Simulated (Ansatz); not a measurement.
# C2H5BTe: the cost of one run

Computed with Ansatz 0.2.0, Gaussian basis. Level: the settings change from run to run.

## Step 1: The relaxed structure

The structure was relaxed beforehand with PBE0-D4 in a triple-zeta def2 set. Te takes a core potential in def2 sets; no spin-orbit term is included.

SMILES `CC1B[Te]1`, 9 atoms, charge 0, spin multiplicity 1.

Atoms are counted from 1 here; the program's logs count them from 0.

Bond lengths: C1–C2 1.505 Å, C1–H5 1.092 Å, C1–H6 1.091 Å, C1–H7 1.097 Å, C2–B3 1.519 Å, C2–Te4 2.255 Å, C2–H8 1.088 Å, B3–Te4 2.093 Å, B3–H9 1.184 Å. Angles: C2–C1–H5 112.0°, C2–C1–H6 111.7°, C2–C1–H7 109.1°, H5–C1–H6 108.3°, H5–C1–H7 107.8°, H6–C1–H7 107.9°, C1–C2–B3 123.8°, C1–C2–Te4 117.7°, C1–C2–H8 114.0°, B3–C2–Te4 63.9°, B3–C2–H8 117.7°, Te4–C2–H8 108.2°, C2–B3–Te4 75.4°, C2–B3–H9 144.9°, Te4–B3–H9 139.6°, C2–Te4–B3 40.7°.

## Step 2: r2SCAN/ANO-RCC-VTZP

This run has charge +1, multiplicity 2, atoms shaken by 0.03 Å.

in.yaml reads:

```yaml
crystal:
  periodic: [false, false, false]
  atoms:
    - {symbol: C, position_ang: [0.214443, 0.750294, -0.767166]}
    - {symbol: C, position_ang: [0.212810, -0.507890, -0.079036]}
    - {symbol: B, position_ang: [-0.213274, -0.674560, 1.467762]}
    - {symbol: Te, position_ang: [-1.819869, -1.466457, 0.381852]}
    - {symbol: H, position_ang: [0.008112, 0.637248, -1.821053]}
    - {symbol: H, position_ang: [-0.528594, 1.509419, -0.438546]}
    - {symbol: H, position_ang: [1.184092, 1.245617, -0.742692]}
    - {symbol: H, position_ang: [0.908761, -1.254743, -0.452849]}
    - {symbol: H, position_ang: [0.116568, -0.407414, 2.506412]}
basis:
  gaussian: {orbitals: ANO-RCC-VTZP}
total_charge: 1
magnetization: {spin_polarized: true, initial_magnetization: 1}
hamiltonian: {xc: {name: r2SCAN}}
output: {forces: true}
```

Started as:

```console
> ansatz run in.yaml --threads 2 --pin off --events-out ev --progress --plain --max-ram 4352MiB
```

What time and memory should one allow on 2 threads of Intel Xeon Platinum 8488C, shared host?

About 44 s, with a peak of 0.66 GiB.
